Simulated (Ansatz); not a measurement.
# AlAsH₃ (doublet): the correlation ladder at a displaced geometry (v2), cc-pVDZ

An exercise on one series of results from a longer session: the logs are not shown, and one member is left open.

Program: Ansatz 0.2.0, Gaussian basis. Level of theory: cc-pVDZ, core rule «outside noble gas», up to 19 orbitals frozen. These are calculated values, not measurements.

The runs, in order: UHF; CCSD(T) on ROHF; CCSD(T) on UHF; BCCD(T) on ROHF; CISD as a restricted active space (open shells left free, so some higher excitations enter); CCSDT(Q) on ROHF; CCSDT(Q) on UHF.

18 further runs of the same task are left out: 7 that didn't finish, 11 set aside as unsound or not needed. Runs told in other sessions of the task aren't counted.

## What is computed

The geometry is a PBE0/def2-TZVP stationary point (not a proven minimum) with its atoms shifted at random (size 0.100 Å). No spin-orbit coupling is included. The filled d shell of As may be among the frozen orbitals whatever the setting's name suggests.

5 atoms, charge 0, spin multiplicity 2.

Atoms are counted from 1 here; the program's logs count them from 0.

Bond lengths: Al1–As2 2.456 Å, Al1–H3 1.595 Å, As2–H4 1.624 Å, As2–H5 1.655 Å. Angles: As2–Al1–H3 114.7°, Al1–As2–H4 84.1°, Al1–As2–H5 94.0°, H4–As2–H5 87.6°.

Coordinates:

| atom | x (Å) | y (Å) | z (Å) |
| --- | --- | --- | --- |
| Al1 | 0.1506 | -0.1359 | 1.7824 |
| As2 | -0.0821 | 0.0405 | -0.6559 |
| H3 | -0.0147 | 1.2422 | 2.5685 |
| H4 | 1.3717 | 0.7602 | -0.5751 |
| H5 | 0.7143 | -1.3797 | -0.9516 |

The first run:

Contents of in.yaml:

```yaml
crystal:
  periodic: [false, false, false]
  atoms:
    - {symbol: Al, position_ang: [0.150631, -0.135858, 1.782439]}
    - {symbol: As, position_ang: [-0.082111, 0.040549, -0.655925]}
    - {symbol: H, position_ang: [-0.014694, 1.242236, 2.568491]}
    - {symbol: H, position_ang: [1.371656, 0.760220, -0.575108]}
    - {symbol: H, position_ang: [0.714260, -1.379712, -0.951635]}
basis:
  gaussian: {orbitals: cc-pVDZ}
magnetization: {spin_polarized: true, initial_magnetization: 1}
hamiltonian: {xc: hf}
output: {orbitals: {seedname: orbitals}}
```

The run is started by

```bash
> ansatz run in.yaml --threads 1 --pin off --events-out ev --progress --plain --max-ram 2393MiB
```

Steps of the session up to this table: UHF; CCSD(T) on ROHF; CCSD(T) on UHF; BCCD(T) on ROHF; CISD as a restricted active space (open shells left free, so some higher excitations enter); CCSDT(Q) on ROHF; CCSDT(Q) on UHF.

One of the session's tables, all rows but one given; the rest of the session is left out.

```
   method  from UCCSDT(Q) (kcal/mol)
     ROHF                    +131.40
      UHF                    +130.53
     RMP2                     +27.92
     UMP2                     +27.78
     CISD                     +15.43
    RCCSD                      +4.78
    UCCSD                      +4.73
 RCCSD(T)                      +0.94
 UCCSD(T)                      +0.93
  BCCD(T)                      +0.93
   RCCSDT                      +0.23
   UCCSDT                          ?
RCCSDT(Q)                      +0.02
UCCSDT(Q)                          0
```

Estimate the missing values for UCCSDT.

The run gave: from UCCSDT(Q) (kcal/mol): +0.22. In the column «from UCCSDT(Q) (kcal/mol)» it lies between RCCSDT(Q) (+0.02) and RCCSDT (+0.23).

To keep in mind: Restricted and unrestricted rows rest on different reference determinants; a gap between their highest levels can come from leftover correlation error, from unlike frozen cores or from another state.
